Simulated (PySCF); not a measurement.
# C2H5FGeO2: the cost of one run

Programs: PySCF 2.14.0, with density-fitted response routines of our own. Each step states its level of theory. These are calculated values for one molecule in the gas phase, unless marked as measured. Atoms count from 0, in the outputs and in this text.

**1. The starting structure**

11 atoms, charge 0, multiplicity 1; geometry from: PBE0-D3(BJ)/def2-SVP.

Bonds of the start (Å): F0–Ge1 1.73, Ge1–O2 1.77, O2–C3 1.42, C3–C4 1.53, C4–O5 1.42, O5–Ge1 1.77, Ge1–H6 1.52, C3–H7 1.10, C3–H8 1.11, C4–H9 1.10, C4–H10 1.11.

**2. NMR shieldings: HF/pcSseg-1**

Job settings and geometry (Å):

```
{"job": {"kind": "nmr", "xc": "HF", "basis": "pcSseg-1", "pop": false}, "charge": 0, "multiplicity": 1}
F      1.825872    -0.715831     1.982969
Ge     1.517051    -0.246217     0.346289
O      0.503114     1.205253     0.370975
C     -0.716227     0.909767    -0.290136
C     -0.964085    -0.601917    -0.230400
O      0.277298    -1.270191    -0.394865
H      2.857371    -0.201367    -0.369775
H     -1.533692     1.462513     0.199137
H     -0.658697     1.245544    -1.342629
H     -1.650437    -0.923198    -1.028923
H     -1.413609    -0.879036     0.741559
```

With the program's defaults for keys left out, this is: GIAO HF/pcSseg-1 NMR shielding, non-relativistic, gas phase.

Started as:

```
> OMP_NUM_THREADS=1 python probes_run.py task.json out
```

The driver reads the jobs from task.json and runs them one after another.

**Question.** How long does this first job take on 1 thread of Arm Neoverse V1, shared host, and how much memory does it need?

About 7.9 s, with a peak of 0.83 GiB.
